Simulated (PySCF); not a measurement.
**WFCl: relaxation and vibrations of the quintet**

The task is one start of a wider search on WFCl: the quintet, from a bent start. It is relaxed, tested by its Hessian and followed downhill if it is a saddle.

The runs use PySCF 2.14.0; PBE0, basis W def2-TZVP with ECP60, F def2-TZVP, Cl def2-TZVP, scalar-relativistic core potentials, no spin–orbit coupling, density fitting.

## (1) The system as given

3 atoms, charge 0, spin multiplicity 5.

Bond lengths: W1–F2 2.010 Å, W1–Cl3 2.360 Å. Angles: F2–W1–Cl3 110.0°.

```xyz
3
charge 0 multiplicity 5
W     0.0000    0.0000    0.0000
F    -1.6465    0.0000    1.1529
Cl    1.9332    0.0000    1.3536
```

## (2) The SCF at the typed geometry

One driver script runs all steps and calls PySCF; scf.py shows how it sets up the SCF of each step. The optimiser is the driver's own. After this first run the driver tries any further starts and a stability analysis.

Contents of scf.py:

```python
from pyscf import gto, scf, dft
mol = gto.M(atom='''
W      0.000000     0.000000     0.000000
F     -1.646500     0.000000     1.152900
Cl     1.933200     0.000000     1.353600''',
    basis={'W': 'def2-TZVP', 'F': 'def2-TZVP', 'Cl': 'def2-TZVP'},
    ecp={'W': 'def2-TZVP'},
    charge=0, spin=4)
mf = dft.UKS(mol, xc='PBE0')
mf.grids.atom_grid = (50, 194)
aux = {'W': 'def2-universal-JKFIT', 'F': 'def2-universal-JKFIT', 'Cl': 'def2-universal-JKFIT'}
mf = mf.density_fit(auxbasis=aux)
mf.conv_tol = 1e-08
mf.diis_space = 10
mf.max_cycle = 60
mf.init_guess = 'minao'
mf.verbose = 4
mf.kernel()
```

Launch:

```sh
OMP_NUM_THREADS=4 python axn.py task.json out
```

The runs that follow: Relaxation: bent start, quintet; Is it a minimum? Harmonic modes.

Before running it: what results should come out? Wanted: minimum; geometry; wavenumbers; dipole moment; highest occupied, lowest empty level; polar-tensor charge of W1; zero-point energy; atomisation energy; ⟨S²⟩.

**Answer**, as computed:

| quantity | value |
| --- | --- |
| minimum | quintet, Cs |
| geometry | W–Cl 2.272 Å, W–F 1.879 Å; Cl–W–F 140.2° |
| wavenumbers (cm⁻¹) | 92 (a'), 395 (a'), 659 (a') |
| dipole moment | 1.59 D |
| highest occupied, lowest empty level (either spin) | -6.00, -2.91 eV |
| polar-tensor charge of W1 | +1.16 e |
| zero-point energy | 6.9 kJ/mol |
| entropy at 298.15 K | 316.7 J/(mol K) |
| atomisation energy (no zero-point energy) | 986 kJ/mol |
| ⟨S²⟩ | 6.012 |

What this shows: The molecule stays Cs, as typed, and the end point is a minimum. In the infrared the band at 659 cm⁻¹ (a', stretch) leads. Most of the spin sits on W1 (Mulliken spin 4.01, against 4 for the whole molecule). Other starts or spin states, not run here, may lie lower. Open d and f shells are described by one determinant, and the ground state may have another occupation or spin. Spin–orbit coupling, left out here, can matter for elements this heavy.
